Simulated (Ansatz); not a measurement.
**FeSb: a single-point run**

Wanted: a converged single-point run for FeSb, and a check of what comes out. The structure is shown as the input types it.

The COD entry's cell or inner coordinates are ideal or old and differ from later refinements, so a difference from it is no clean test against experiment.

Computed with Ansatz 0.2.0 (DFT, LDA, PAW with Ansatz's default frozen-core files, scalar-relativistic, unless a step's input says otherwise).

## Step 1: The starting structure

It takes space group P6_3/mmc (No. 194, hexagonal). The conventional cell has a = 4.216 Å, b = 4.216 Å, c = 5.327 Å, α = 90.00°, β = 90.00°, γ = 120.00°. Fe (site symmetry -3m) has 2 Fe at 2.66 Å and 6 Sb at 2.77 Å as nearest neighbours. Around Sb (site symmetry -6m2) lie 6 Fe at 2.77 Å.

Structure file:

```xyz
4
Lattice="4.2163 0.0000 0.0000 -2.1082 3.6514 0.0000 0.0000 0.0000 5.3275" Properties=species:S:1:pos:R:3 pbc="T T T"
Fe    0.0000    0.0000    0.0000
Fe    0.0000    0.0000    2.6637
Sb    0.0000    2.4343    1.3319
Sb    2.1082    1.2171    3.9956
```

## Step 2: The calculation

Input file input.yaml:

```yaml
crystal:
  lattice:
    - [4.2163052107, 0.0, 0.0]
    - [-2.1081526054, 3.6514274226, 0.0]
    - [0.0, 0.0, 5.3274989485]
  atoms:
    - { symbol: Fe, position: [0.0, 0.0, 0.0] }
    - { symbol: Fe, position: [0.0, 0.0, 0.5] }
    - { symbol: Sb, position: [0.3333333333, 0.6666666667, 0.25] }
    - { symbol: Sb, position: [0.6666666667, 0.3333333333, 0.75] }
kpoints:
  mp_grid: { grid: [8, 8, 6] }
scf:
  occupations: { method: fermi_dirac, width: 0.1 }
  lower_state_search: "off"
  max_iter: 50
hamiltonian:
  xc: lda
  pseudopotentials: { kind: paw }
output:
  forces: true
  stress: true
  eigenvalues: true
magnetization:
  spin_polarized: [1, 2]
```

Started as:

```bash
$ ansatz run input.yaml --threads 2 --pin off --max-ram 6144MiB --backend cpu --events-out ev --progress --plain --runs-dir out
```

**Question.** How will this run end, and is anything wrong with its input?

The run ended at the input check. It says: «line 25 column 19: expected string scalar»

Look at the input: magnetization.spin_polarized is [1, 2]. The parser can't turn the typed value into what the key holds.

The cure: delete magnetization.spin_polarized (the default then holds).
